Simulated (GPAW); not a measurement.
The system is Mg3GaO4.

```
Ga Mg O
1.0
     4.36349    0.00000    0.00000
     0.00000    4.36349    0.00000
     0.00000    0.00000    4.36349
Ga Mg O
1 3 4
Direct
  0.00000 0.00000 0.00000
  0.50000 0.50000 0.00000
  0.50000 0.00000 0.50000
  0.00000 0.50000 0.50000
  0.00000 0.50000 0.00000
  0.00000 0.00000 0.50000
  0.50000 0.50000 0.50000
  0.50000 0.00000 0.00000
```

The cell comes from a database or a generator and needn't be the stable form of this composition.

| Item | Value |
| --- | --- |
| Program | GPAW 26.7.0 |
| Task | relaxation of cell and atoms |
| Functional | PBEsol |
| Dispersion | D4 |
| Potentials or basis | PAW data sets generated in the run's folder for this functional |
| Cutoff | 800 eV |
| Basis | pw |
| k mesh | 5 × 5 × 5 |
| Occupations | fermi-dirac, width 0.05 eV |
| Spin | no spin polarisation |

At the start: pressure -5.9 GPa; volume 10.39 Å³/atom.

Q: Where does the relaxation end?

A: Over 4 steps the energy falls by 7.2 meV/atom and the volume is 9.99 Å³/atom (-3.8 %); space group Pm-3m (No. 221, to 0.05 Å).

The path:
```tsv
step	energy change (eV)	largest force (eV/Å)	pressure (GPa)	volume (Å³)
1	0.0000	0.0000	-5.86	83.08
2	-0.0058	0.0000	-5.58	82.91
3	-0.0573	0.0000	0.32	79.72
4	-0.0577	0.0000	-0.01	79.89
```

Final structure:
```xyz
8
Lattice="4.3069 0.0000 0.0000 0.0000 4.3069 0.0000 0.0000 0.0000 4.3069" Properties=species:S:1:pos:R:3 pbc="T T T"
Ga    0.0000    0.0000    0.0000
Mg    2.1534    2.1534    0.0000
Mg    2.1534    0.0000    2.1534
Mg    0.0000    2.1534    2.1534
O     0.0000    2.1534    0.0000
O     0.0000    0.0000    2.1534
O     2.1534    2.1534    2.1534
O     2.1534    0.0000    0.0000
```

Caveat: the data sets keep Ga 3d, Li 1s and Be 1s frozen, and some such compounds lay over 1.5 % in volume off other programs; later steps reuse the first step's grids; an odd number of electrons without spin polarisation forces a metal; a magnetic or distorted state may lie lower; pairwise dispersion overbinds metals, which lowers pressure and volume.
